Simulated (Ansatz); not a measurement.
**C6H16BN: a ladder of functionals and wavefunction methods**

One table from this session's results is given with a row withheld; the runs are named, their logs left out.

Computed with Ansatz 0.2.0, Gaussian basis. Level: functionals in def2-TZVPP, the program's frozen cores in correlated methods.

Plan: LDA (SPW92), PBE-D4, revPBE-D4, BLYP-D4, r2SCAN-D4, B97M-V, PBE0-D4, B3LYP-D4, r2SCANh-D4, r2SCAN0-D4, HSE06-D4, BHLYP-D4, CAM-B3LYP-D4, LC-ωPBE, ωB97X-V, ωB97M-V, B2PLYP, PBE-QIDH; CCSD(T)/def2-SVP; CCSD(T)/def2-TZVPP; MP2/def2-QZVPP; extrapolation to the limit; RPA on PBE.

### Structure used throughout

The geometry comes from an earlier relaxation with PBE0-D4 in a triple-zeta def2 set; it is a stationary point, not always the lowest conformer.

24 atoms, charge 0, spin multiplicity 1.

Atoms are counted from 1 here; the program's logs count them from 0.

Bond lengths: B1–N2 1.388 Å, B1–H9 1.200 Å, B1–H10 1.192 Å, N2–C3 1.466 Å, N2–C5 1.478 Å, C3–C4 1.518 Å, C3–H11 1.092 Å, C3–H12 1.091 Å, C4–H13 1.093 Å, C4–H14 1.092 Å, C4–H15 1.091 Å, C5–C6 1.531 Å, C5–C7 1.530 Å, C5–C8 1.522 Å, C6–H16 1.092 Å, C6–H17 1.092 Å, C6–H18 1.092 Å, C7–H19 1.092 Å and more. Angles: N2–B1–H9 117.4°, N2–B1–H10 122.5°, H9–B1–H10 120.1°, B1–N2–C3 117.8°, B1–N2–C5 126.1°, C3–N2–C5 116.1°, N2–C3–C4 113.4°, N2–C3–H11 108.3°, N2–C3–H12 109.6°, C4–C3–H11 109.2°, C4–C3–H12 109.8°, H11–C3–H12 106.2°, C3–C4–H13 110.4°, C3–C4–H14 110.2°, C3–C4–H15 111.7°, H13–C4–H14 108.2°, H13–C4–H15 108.2°, H14–C4–H15 108.1° and more.

Coordinates:

```xyz
24

B    -1.03842   -1.67830    0.67991
N    -0.15859   -0.63940    0.41134
C     0.72809   -0.19719    1.49249
C     0.02856    0.65939    2.53201
C     0.00194    0.05380   -0.88466
C     1.36272   -0.30390   -1.48715
C    -0.09954    1.56849   -0.69718
C    -1.07872   -0.36971   -1.86857
H    -1.00286   -2.16228    1.77714
H    -1.80754   -2.09273   -0.13086
H     1.14522   -1.08216    1.97754
H     1.57503    0.34803    1.07239
H     0.72748    0.94670    3.32219
H    -0.79217    0.10289    2.98896
H    -0.38315    1.56972    2.09314
H     2.19236    0.00590   -0.84896
H     1.48886    0.19100   -2.45285
H     1.43472   -1.38267   -1.64056
H    -1.07504    1.84091   -0.28862
H     0.01679    2.06604   -1.66231
H     0.67390    1.95858   -0.03345
H    -0.94708    0.19117   -2.79626
H    -1.02069   -1.43291   -2.10288
H    -2.07684   -0.16157   -1.47929
```

Set-up of the first run:

in.yaml reads:

```yaml
crystal:
  periodic: [false, false, false]
  atoms:
    - {symbol: B, position_ang: [-1.038417, -1.678295, 0.679910]}
    - {symbol: N, position_ang: [-0.158588, -0.639398, 0.411343]}
    - {symbol: C, position_ang: [0.728089, -0.197193, 1.492485]}
    - {symbol: C, position_ang: [0.028558, 0.659388, 2.532014]}
    - {symbol: C, position_ang: [0.001939, 0.053795, -0.884664]}
    - {symbol: C, position_ang: [1.362718, -0.303895, -1.487152]}
    - {symbol: C, position_ang: [-0.099544, 1.568486, -0.697183]}
    - {symbol: C, position_ang: [-1.078725, -0.369706, -1.868570]}
    - {symbol: H, position_ang: [-1.002865, -2.162277, 1.777136]}
    - {symbol: H, position_ang: [-1.807545, -2.092735, -0.130862]}
    - {symbol: H, position_ang: [1.145215, -1.082157, 1.977539]}
    - {symbol: H, position_ang: [1.575033, 0.348034, 1.072387]}
    - {symbol: H, position_ang: [0.727483, 0.946700, 3.322188]}
    - {symbol: H, position_ang: [-0.792171, 0.102889, 2.988957]}
    - {symbol: H, position_ang: [-0.383152, 1.569721, 2.093138]}
    - {symbol: H, position_ang: [2.192360, 0.005905, -0.848955]}
    - {symbol: H, position_ang: [1.488856, 0.191001, -2.452848]}
    - {symbol: H, position_ang: [1.434721, -1.382670, -1.640556]}
    - {symbol: H, position_ang: [-1.075037, 1.840911, -0.288623]}
    - {symbol: H, position_ang: [0.016788, 2.066037, -1.662310]}
    - {symbol: H, position_ang: [0.673898, 1.958584, -0.033448]}
    - {symbol: H, position_ang: [-0.947083, 0.191166, -2.796256]}
    - {symbol: H, position_ang: [-1.020688, -1.432914, -2.102883]}
    - {symbol: H, position_ang: [-2.076839, -0.161574, -1.479288]}
basis:
  gaussian: {orbitals: def2-TZVPP}
hamiltonian: {xc: lda}
output: {orbitals: {seedname: orbitals}}
```

Command:

```sh
$ ansatz run in.yaml --threads 4 --pin off --events-out ev --progress --plain --max-ram 66560MiB --backend cuda --devices 0, --max-vram 37GiB
```

Among the steps run: LDA; PBE-D4 (GGA); revPBE-D4 (GGA); BLYP-D4 (GGA); r2SCAN-D4 (meta-GGA); B97M-V (meta-GGA); B3LYP-D4 (hybrid); r2SCANh-D4 (hybrid); r2SCAN0-D4 (hybrid); HSE06-D4 (hybrid); BHLYP-D4 (hybrid); CAM-B3LYP-D4 (range-separated); LC-ωPBE (range-separated); ωB97X-V (range-separated); ωB97M-V (range-separated); B2PLYP (double hybrid); PBE-QIDH (double hybrid).

One of the session's tables, all rows but one given; the rest of the session is left out.

It belongs to the step «Orbital energies across the functionals». 

```
  functional  HOMO (eV)  gap (eV)
 LDA (SPW92)      -6.20      5.22
      PBE-D4      -6.03      5.29
   revPBE-D4      -5.95      5.33
     BLYP-D4      -5.88      5.28
   r2SCAN-D4      -6.21      5.81
      B97M-V      -6.36      5.80
     PBE0-D4      -7.23      7.42
    B3LYP-D4          ?         ?
  r2SCANh-D4      -6.67      6.59
  r2SCAN0-D4      -7.37      7.76
    HSE06-D4      -6.83      6.64
    BHLYP-D4      -8.36      9.44
CAM-B3LYP-D4      -8.59      9.78
     LC-ωPBE      -9.94     12.30
     ωB97X-V      -9.60     11.80
     ωB97M-V      -9.55     11.46
```

**Question.** Estimate the row for B3LYP-D4.

Worked estimate for «HOMO (eV)». Against the share of exact exchange, BLYP-D4 (0, -5.88), BHLYP-D4 (0.5, -8.36) give a slope of -4.96 per unit share; at 0.2 the line stands at -6.87.

The run gave: HOMO (eV): -7.01; gap (eV): 6.97. In «HOMO (eV)» the line misses by +0.14.
